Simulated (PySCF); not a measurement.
**CoNF: doublet, from a bent start**

The task is one start of a wider search on CoNF: the doublet, from a bent start. It is relaxed, tested by its Hessian and followed downhill if it is a saddle.

Program: PySCF 2.14.0. Level of theory: PBE0, basis Co def2-TZVP, N def2-TZVP, F def2-TZVP, no relativity, density fitting. These are calculated values, not measurements.

**1. Where the work starts**

3 atoms, charge 0, spin multiplicity 2.

Bond lengths: Co1–N2 1.630 Å, Co1–F3 1.750 Å. Angles: N2–Co1–F3 110.0°.

```xyz
3
charge 0 multiplicity 2
Co    0.0000    0.0000    0.0000
N    -1.3352    0.0000    0.9349
F     1.4335    0.0000    1.0038
```

**2. First SCF at the start**

The steps below are one call of a driver around PySCF. For each, scf.py gives the equivalent set-up of the SCF; relaxations use the driver's own optimiser. After this first run the driver tries any further starts and a stability analysis.

scf.py reads:

```python
from pyscf import gto, scf, dft
mol = gto.M(atom='''
Co     0.000000     0.000000     0.000000
N     -1.335200     0.000000     0.934900
F      1.433500     0.000000     1.003800''',
    basis={'Co': 'def2-TZVP', 'N': 'def2-TZVP', 'F': 'def2-TZVP'},
    charge=0, spin=1)
mf = dft.UKS(mol, xc='PBE0')
mf.grids.atom_grid = (50, 194)
aux = {'Co': 'def2-universal-JKFIT', 'N': 'def2-universal-JKFIT', 'F': 'def2-universal-JKFIT'}
mf = mf.density_fit(auxbasis=aux)
mf.conv_tol = 1e-08
mf.diis_space = 10
mf.max_cycle = 60
mf.init_guess = 'minao'
mf.verbose = 4
mf.kernel()
```

On the command line:

```sh
$ OMP_NUM_THREADS=4 python axn.py task.json out
```

Output:

```text
init E= -1535.94360696011
[... the frontier-level lines of each cycle are left out ...]
cycle= 1 E= -1520.19190832898  delta_E= 15.8  |g|= 5.64  |ddm|= 18.2
cycle= 2 E= -1474.66926522102  delta_E= 45.5  |g|= 13.1  |ddm|= 20.1
cycle= 3 E= -1519.15074358618  delta_E= -44.5  |g|= 8.27  |ddm|= 7.93
cycle= 4 E= -1513.83691452921  delta_E= 5.31  |g|= 7.67  |ddm|= 3.15
cycle= 5 E= -1524.29204549478  delta_E= -10.5  |g|= 6.61  |ddm|= 3.04
cycle= 6 E= -1530.54794547506  delta_E= -6.26  |g|= 5.07  |ddm|= 3.22
cycle= 7 E= -1532.10846223047  delta_E= -1.56  |g|=  4.4  |ddm|= 0.488
cycle= 8 E= -1531.56511656146  delta_E= 0.543  |g|= 4.52  |ddm|= 0.342
cycle= 9 E= -1532.18029304965  delta_E= -0.615  |g|= 4.31  |ddm|= 0.243
cycle= 10 E= -1532.1691922759  delta_E= 0.0111  |g|= 4.31  |ddm|= 0.0429
cycle= 11 E= -1532.22089314769  delta_E= -0.0517  |g|= 4.32  |ddm|= 0.183
cycle= 12 E= -1511.58448025832  delta_E= 20.6  |g|= 6.35  |ddm|= 13.8
cycle= 13 E= -1532.91860075471  delta_E= -21.3  |g|= 3.62  |ddm|= 13.8
cycle= 14 E= -1536.72298565185  delta_E= -3.8  |g|= 0.723  |ddm|= 1.31
cycle= 15 E= -1536.80073412752  delta_E= -0.0777  |g|= 0.516  |ddm|= 0.581
cycle= 16 E= -1536.90212538796  delta_E= -0.101  |g|= 0.122  |ddm|= 0.29
cycle= 17 E= -1536.90800159981  delta_E= -0.00588  |g|= 0.0428  |ddm|= 0.0716
cycle= 18 E= -1536.91047103943  delta_E= -0.00247  |g|= 0.0213  |ddm|= 0.0626
cycle= 19 E= -1536.91269813813  delta_E= -0.00223  |g|= 0.0198  |ddm|= 0.0556
cycle= 20 E= -1536.90988540178  delta_E= 0.00281  |g|= 0.0231  |ddm|= 0.0709
cycle= 21 E= -1536.90735387264  delta_E= 0.00253  |g|= 0.0281  |ddm|= 0.0909
cycle= 22 E= -1536.90925571434  delta_E= -0.0019  |g|= 0.0155  |ddm|= 0.076
cycle= 23 E= -1536.90933866893  delta_E= -8.3e-05  |g|= 0.014  |ddm|= 0.0655
cycle= 24 E= -1536.90983808312  delta_E= -0.000499  |g|= 0.00574  |ddm|= 0.0934
cycle= 25 E= -1536.91002581296  delta_E= -0.000188  |g|= 0.00489  |ddm|= 0.0254
cycle= 26 E= -1536.91034038325  delta_E= -0.000315  |g|= 0.00654  |ddm|= 0.0482
cycle= 27 E= -1536.91047123701  delta_E= -0.000131  |g|= 0.00551  |ddm|= 0.031
cycle= 28 E= -1536.91051612582  delta_E= -4.49e-05  |g|= 0.00204  |ddm|= 0.0145
cycle= 29 E= -1536.91057974975  delta_E= -6.36e-05  |g|= 0.002  |ddm|= 0.026
cycle= 30 E= -1536.91060619528  delta_E= -2.64e-05  |g|= 0.00237  |ddm|= 0.0135
cycle= 31 E= -1536.91061910188  delta_E= -1.29e-05  |g|= 0.00155  |ddm|= 0.00612
cycle= 32 E= -1536.91062750497  delta_E= -8.4e-06  |g|= 0.00151  |ddm|= 0.00364
cycle= 33 E= -1536.91061463539  delta_E= 1.29e-05  |g|= 0.00147  |ddm|= 0.00536
cycle= 34 E= -1536.91059788736  delta_E= 1.67e-05  |g|= 0.00175  |ddm|= 0.00747
cycle= 35 E= -1536.91059144875  delta_E= 6.44e-06  |g|= 0.00172  |ddm|= 0.00348
cycle= 36 E= -1536.91059622143  delta_E= -4.77e-06  |g|= 0.00165  |ddm|= 0.00222
cycle= 37 E= -1536.91059721281  delta_E= -9.91e-07  |g|= 0.00165  |ddm|= 0.00135
cycle= 38 E= -1536.91059644533  delta_E= 7.67e-07  |g|= 0.00163  |ddm|= 0.000549
cycle= 39 E= -1536.91060249327  delta_E= -6.05e-06  |g|= 0.00172  |ddm|= 0.00273
cycle= 40 E= -1536.91060027214  delta_E= 2.22e-06  |g|= 0.00176  |ddm|= 0.000989
cycle= 41 E= -1536.91060573715  delta_E= -5.47e-06  |g|= 0.00171  |ddm|= 0.00242
cycle= 42 E= -1536.91059872683  delta_E= 7.01e-06  |g|= 0.00172  |ddm|= 0.00303
cycle= 43 E= -1536.9105924862  delta_E= 6.24e-06  |g|= 0.00167  |ddm|= 0.00285
cycle= 44 E= -1536.91057308435  delta_E= 1.94e-05  |g|= 0.00165  |ddm|= 0.00858
cycle= 45 E= -1536.91052612199  delta_E= 4.7e-05  |g|= 0.00173  |ddm|= 0.022
cycle= 46 E= -1536.91049103189  delta_E= 3.51e-05  |g|= 0.00172  |ddm|= 0.0197
cycle= 47 E= -1536.91049432759  delta_E= -3.3e-06  |g|= 0.00171  |ddm|= 0.00215
cycle= 48 E= -1536.91048467423  delta_E= 9.65e-06  |g|= 0.00158  |ddm|= 0.00562
cycle= 49 E= -1536.91042245798  delta_E= 6.22e-05  |g|= 0.00126  |ddm|= 0.0346
cycle= 50 E= -1536.91039251253  delta_E= 2.99e-05  |g|= 0.00121  |ddm|= 0.0178
cycle= 51 E= -1536.91034865464  delta_E= 4.39e-05  |g|= 0.00134  |ddm|= 0.0277
cycle= 52 E= -1536.91035094463  delta_E= -2.29e-06  |g|= 0.00129  |ddm|= 0.00204
cycle= 53 E= -1536.91034101306  delta_E= 9.93e-06  |g|= 0.00113  |ddm|= 0.0105
cycle= 54 E= -1536.91030388903  delta_E= 3.71e-05  |g|= 0.00138  |ddm|= 0.0352
cycle= 55 E= -1536.91030699483  delta_E= -3.11e-06  |g|= 0.00124  |ddm|= 0.00307
cycle= 56 E= -1536.91025182592  delta_E= 5.52e-05  |g|= 0.00347  |ddm|= 0.0425
cycle= 57 E= -1536.91025055432  delta_E= 1.27e-06  |g|= 0.00399  |ddm|= 0.00936
cycle= 58 E= -1536.91026314234  delta_E= -1.26e-05  |g|= 0.00225  |ddm|= 0.0171
cycle= 59 E= -1536.91025135117  delta_E= 1.18e-05  |g|= 0.00398  |ddm|= 0.00967
cycle= 60 E= -1536.91027051566  delta_E= -1.92e-05  |g|= 0.00188  |ddm|= 0.0151
SCF not converged.
init E= -1535.94360696011
cycle= 1 E= -1520.19190832898  delta_E= 15.8  |g|= 5.64  |ddm|= 18.2
cycle= 2 E= -1474.66926522102  delta_E= 45.5  |g|= 13.1  |ddm|= 20.1
cycle= 3 E= -1526.45442587711  delta_E= -51.8  |g|= 6.08  |ddm|= 9.17
cycle= 4 E= -1521.56267801325  delta_E= 4.89  |g|= 4.28  |ddm|= 3.48
cycle= 5 E= -1536.70972158564  delta_E= -15.1  |g|= 1.05  |ddm|= 2.59
cycle= 6 E= -1532.88013377205  delta_E= 3.83  |g|=  4.1  |ddm|= 1.32
cycle= 7 E= -1536.26858823571  delta_E= -3.39  |g|= 1.77  |ddm|= 0.788
cycle= 8 E= -1536.89983186609  delta_E= -0.631  |g|= 0.13  |ddm|= 0.424
cycle= 9 E= -1536.88349742237  delta_E= 0.0163  |g|= 0.234  |ddm|= 0.191
cycle= 10 E= -1536.88954117315  delta_E= -0.00604  |g|= 0.294  |ddm|= 0.146
cycle= 11 E= -1536.90090915697  delta_E= -0.0114  |g|= 0.155  |ddm|= 0.106
cycle= 12 E= -1536.9042361856  delta_E= -0.00333  |g|= 0.105  |ddm|= 0.0864
cycle= 13 E= -1536.90595764112  delta_E= -0.00172  |g|= 0.0801  |ddm|= 0.0692
cycle= 14 E= -1536.90776231474  delta_E= -0.0018  |g|= 0.05  |ddm|= 0.0567
cycle= 15 E= -1536.90789790325  delta_E= -0.000136  |g|= 0.0655  |ddm|= 0.0503
cycle= 16 E= -1536.90783257224  delta_E= 6.53e-05  |g|= 0.0859  |ddm|= 0.0481
cycle= 17 E= -1536.90694241337  delta_E= 0.00089  |g|= 0.118  |ddm|= 0.0545
cycle= 18 E= -1536.90983186518  delta_E= -0.00289  |g|= 0.0445  |ddm|= 0.0471
cycle= 19 E= -1536.90689722662  delta_E= 0.00293  |g|= 0.116  |ddm|= 0.0751
cycle= 20 E= -1536.9090165182  delta_E= -0.00212  |g|= 0.107  |ddm|= 0.0607
SCF not converged.
init E= -1536.9090165182
cycle= 1 E= -1536.8379800605  delta_E= 0.071  |g|= 0.581  |ddm|= 0.174
cycle= 2 E= -1534.93107864351  delta_E= 1.91  |g|= 2.95  |ddm|= 0.902
cycle= 3 E= -1536.77471572343  delta_E= -1.84  |g|= 0.727  |ddm|= 0.58
cycle= 4 E= -1536.91184408448  delta_E= -0.137  |g|= 0.0771  |ddm|= 0.201
cycle= 5 E= -1536.91427531654  delta_E= -0.00243  |g|= 0.0255  |ddm|= 0.0439
cycle= 6 E= -1536.91558998886  delta_E= -0.00131  |g|= 0.0191  |ddm|= 0.0311
cycle= 7 E= -1536.91667148092  delta_E= -0.00108  |g|= 0.0191  |ddm|= 0.0253
cycle= 8 E= -1536.91498147042  delta_E= 0.00169  |g|= 0.0202  |ddm|= 0.0393
cycle= 9 E= -1536.91474341307  delta_E= 0.000238  |g|= 0.0195  |ddm|= 0.00644
cycle= 10 E= -1536.91056183823  delta_E= 0.00418  |g|= 0.0171  |ddm|= 0.135
cycle= 11 E= -1536.91014212907  delta_E= 0.00042  |g|= 0.0131  |ddm|= 0.0383
cycle= 12 E= -1536.91013046214  delta_E= 1.17e-05  |g|= 0.00855  |ddm|= 0.0209
cycle= 13 E= -1536.91018440618  delta_E= -5.39e-05  |g|= 0.00506  |ddm|= 0.0189
cycle= 14 E= -1536.91035108674  delta_E= -0.000167  |g|= 0.00363  |ddm|= 0.0267
cycle= 15 E= -1536.91039904882  delta_E= -4.8e-05  |g|= 0.00313  |ddm|= 0.0178
cycle= 16 E= -1536.91051927572  delta_E= -0.00012  |g|= 0.00266  |ddm|= 0.0264
cycle= 17 E= -1536.91056683338  delta_E= -4.76e-05  |g|= 0.00233  |ddm|= 0.0162
cycle= 18 E= -1536.91059687092  delta_E= -3e-05  |g|= 0.00149  |ddm|= 0.0109
cycle= 19 E= -1536.91062504447  delta_E= -2.82e-05  |g|= 0.00132  |ddm|= 0.00992
cycle= 20 E= -1536.91065097534  delta_E= -2.59e-05  |g|= 0.00126  |ddm|= 0.00966
cycle= 21 E= -1536.91067264333  delta_E= -2.17e-05  |g|= 0.00125  |ddm|= 0.00814
cycle= 22 E= -1536.91068560249  delta_E= -1.3e-05  |g|= 0.00138  |ddm|= 0.0049
cycle= 23 E= -1536.91069438733  delta_E= -8.78e-06  |g|= 0.00146  |ddm|= 0.00336
cycle= 24 E= -1536.91069696548  delta_E= -2.58e-06  |g|= 0.00162  |ddm|= 0.00104
cycle= 25 E= -1536.91070110902  delta_E= -4.14e-06  |g|= 0.00162  |ddm|= 0.00155
cycle= 26 E= -1536.9107027866  delta_E= -1.68e-06  |g|= 0.00169  |ddm|= 0.000658
cycle= 27 E= -1536.9106962715  delta_E= 6.52e-06  |g|= 0.00199  |ddm|= 0.00253
cycle= 28 E= -1536.91069209659  delta_E= 4.17e-06  |g|= 0.00196  |ddm|= 0.00171
cycle= 29 E= -1536.91068765307  delta_E= 4.44e-06  |g|= 0.00191  |ddm|= 0.00194
cycle= 30 E= -1536.91068810704  delta_E= -4.54e-07  |g|= 0.0018  |ddm|= 0.000605
SCF not converged.
macro= 0  E= -1536.91093730512  delta_E= -0.000249198  |g|= 0.00180043  1 KF 19 JK
macro= 1  E= -1536.9196606049  delta_E= -0.0087233  |g|= 0.0702736  4 KF 21 JK
macro= 2  E= -1536.92594734868  delta_E= -0.00628674  |g|= 0.0508146  2 KF 8 JK
macro= 3  E= -1536.93161316793  delta_E= -0.00566582  |g|= 0.0332916  3 KF 12 JK
macro= 4  E= -1536.93218519403  delta_E= -0.000572026  |g|= 0.000955235  4 KF 18 JK
macro= 5  E= -1536.93218546787  delta_E= -2.73833e-07  |g|= 9.11473e-05  2 KF 11 JK
macro= 6  E= -1536.93218546787  delta_E= -4.54747e-13  |g|= 2.79202e-05  1 KF 2 JK
macro X = 7  E=-1536.93218546787  |g|= 2.79202e-05  total 18 KF 99 JK
converged SCF energy = -1536.93218546787  <S^2> = 1.9499328  2S+1 = 2.9664341
```

This step, with its further starts and checks, needed 28 s of wall time on 4 threads of Arm Neoverse V2, shared host.

Energies from each starting density:

```tsv
start	energy (Eh)
the minimal-basis guess	-1536.932185
a thermally smeared density	-1536.911686
a smeared PBE density	-1536.911686
```

Where DIIS stalls, the driver goes on with a level shift of 0.3 Eh and then with a second-order solver.

The test of internal stability and the other starts found no lower solution of this spin.

**3. Relaxation: bent start, doublet**

The program finds Cs symmetry in the start, which this walk keeps.

scf.py: that of step 2 with these lines changed.

```diff
@@ -3,3 +3,3 @@
-Co     0.000000     0.000000     0.000000
-N     -1.335200     0.000000     0.934900
-F      1.433500     0.000000     1.003800''',
+Co    -0.092863     0.000000    -0.349836
+N     -1.428063     0.000000     0.585064
+F      1.340637     0.000000     0.653964''',
@@ -15 +14,0 @@
-mf.init_guess = 'minao'
```

The optimiser's trace:

```tsv
step	energy (Eh)	change (kJ/mol)	largest symmetric gradient (Eh/bohr)
0	-1536.932185	0.00	0.02141
1	-1536.935753	-9.37	0.01770
2	-1536.941628	-24.79	0.01302
3	-1536.943490	-29.68	0.01039
4	-1536.944500	-32.33	0.00769
5	-1536.945738	-35.58	0.00466
6	-1536.946172	-36.72	0.00301
7	-1536.946290	-37.03	0.00187
8	-1536.946319	-37.11	0.00086
9	-1536.946325	-37.12	0.00025
10	-1536.946326	-37.12	0.00003
```

The walk took 17 s.

Geometry (Å) and forces (eV/Å) at some steps:

```
step 0
Co  -0.093   0.000  -0.350   0.306   0.000   1.101
N   -1.428   0.000   0.585  -0.285   0.000  -0.475
F    1.341   0.000   0.654  -0.021   0.000  -0.625
step 1
Co  -0.087   0.000  -0.292  -0.129   0.000   0.910
N   -1.480   0.000   0.556   0.005   0.000  -0.501
F    1.387   0.000   0.625   0.124   0.000  -0.409
step 5
Co  -0.092   0.000   0.156  -0.058   0.000   0.188
N   -1.729   0.000   0.319   0.240   0.000  -0.093
F    1.641   0.000   0.414  -0.181   0.000  -0.095
step 10
Co  -0.097   0.000   0.297   0.001   0.000   0.001
N   -1.730   0.000   0.246  -0.002   0.000   0.001
F    1.647   0.000   0.346   0.001   0.000  -0.002
```

It settles in C∞v symmetry, 37.1 kJ/mol below the start, after 10 steps: Co–F 1.744 Å, Co–N 1.634 Å; F–Co–N 179.8°.

**4. Is it a minimum? Harmonic modes**

On the finer grid the gradient is checked again; gradients at displacements of ±0.02 bohr then give force constants and infrared intensities.

scf.py: that of step 3 with these lines changed.

```diff
@@ -3,3 +3,3 @@
-Co    -0.092863     0.000000    -0.349836
-N     -1.428063     0.000000     0.585064
-F      1.340637     0.000000     0.653964''',
+Co    -0.111632     0.000000    -0.003313
+N     -1.744838     0.000000    -0.051787
+F      1.632215     0.000000     0.048444''',
@@ -9 +9 @@
-mf.grids.atom_grid = (50, 194)
+mf.grids.atom_grid = (75, 302)
@@ -12 +12 @@
-mf.conv_tol = 1e-08
+mf.conv_tol = 1e-10
```

The driver hands on the density of the step before, so the log starts near convergence.

SCF at the final geometry:

```text
init E= -1536.94623802232
[... the frontier-level lines of each cycle are left out ...]
cycle= 1 E= -1536.94623802232  delta_E= 3.64e-12  |g|= 1.29e-05  |ddm|= 8.19e-06
cycle= 2 E= -1536.94623802142  delta_E= 9.02e-10  |g|= 6.3e-05  |ddm|= 2.47e-05
cycle= 3 E= -1536.94623802237  delta_E= -9.51e-10  |g|= 2.9e-06  |ddm|= 1.99e-05
cycle= 4 E= -1536.94623802238  delta_E= -9.09e-12  |g|= 1.71e-06  |ddm|= 2.28e-06
Extra cycle  E= -1536.94623802239  delta_E= -1.36e-11  |g|= 3.4e-06  |ddm|= 4.64e-06
converged SCF energy = -1536.94623802239  <S^2> = 2.0683455  2S+1 = 3.0452228
```

The whole step took 35 s.

Geometry: C∞v; Co–F 1.745 Å, Co–N 1.634 Å; F–Co–N 180.0°.

Modes, for the most abundant isotopes:

```csv
ω (cm⁻¹),IR (km/mol)
89,26.2
91,26.2
533,9.5
718,142
```

Every mode is real; the point is a minimum.

Here the density breaks the symmetry of the frame, and no labels are given; pairs that should be degenerate can split.

Properties at this point:

```yaml
Dipole_moment: 1.84 D
Highest_occupied_level: -8.22 eV
Lowest_empty_level: -4.56 eV
Rotational_constants: 0.1792 cm⁻¹
Zero-point_energy: 8.6 kJ/mol
Principal_polarisabilities: 19.6, 19.6, 51.8 bohr³
Atomisation_energy_without_zero-point_energy: 628 kJ/mol
Principal_traceless_quadrupole_moments_about_the_centre_of_mass: -9.68, 4.84, 4.84 D Å
Entropy_at_298.15_K_and_1_bar_electronic_part_spin_only: 272.2 J/(mol K)
Heat_capacity_Cp_at_298.15_K: 53.7 J/(mol K)
Enthalpy_at_298.15_K_above_0_K: 13.44 kJ/mol
Rotational_symmetry_number: 1
Spin_squared_⟨S²⟩: 2.068
```

Populations by atom (charges in e):

| atom | Mulliken | Löwdin | polar tensor | spin (Mulliken) | Mayer order to Co1 |
| --- | --- | --- | --- | --- | --- |
| Co1 | 0.77 | 0.37 | 1.07 | -0.82 | – |
| N2 | -0.27 | -0.04 | -0.28 | 1.90 | 1.73 |
| F3 | -0.50 | -0.33 | -0.79 | -0.07 | 0.82 |

Mulliken populations on Co1: s 6.47, p 12.22, d 7.54, f 0.00.

**5. Outcome**

| quantity | value |
| --- | --- |
| minimum | broken-symmetry (Ms = 1/2), C∞v |
| geometry | Co–F 1.745 Å, Co–N 1.634 Å; F–Co–N 180.0° |
| wavenumbers (cm⁻¹) | 89, 91, 533, 718 |
| dipole moment | 1.84 D |
| highest occupied, lowest empty level (either spin) | -8.22, -4.56 eV |
| polar-tensor charge of Co1 | +1.07 e |
| zero-point energy | 8.6 kJ/mol |
| entropy at 298.15 K | 272.2 J/(mol K) |
| atomisation energy (no zero-point energy) | 628 kJ/mol |
| ⟨S²⟩ | 2.068 |

In words: From Cs at the start the molecule goes to a C∞v minimum. The determinant is spin-contaminated (⟨S²⟩ = 2.07 against 0.75), so it is no pure spin state. In the infrared the band at 718 cm⁻¹ (stretch) leads. Only this shape and spin were tried, so other structures or states may lie lower. The SCF density has lower symmetry than the nuclear frame. One determinant may miss the lowest occupation of an open d or f shell.

The search up to here took 80 s.
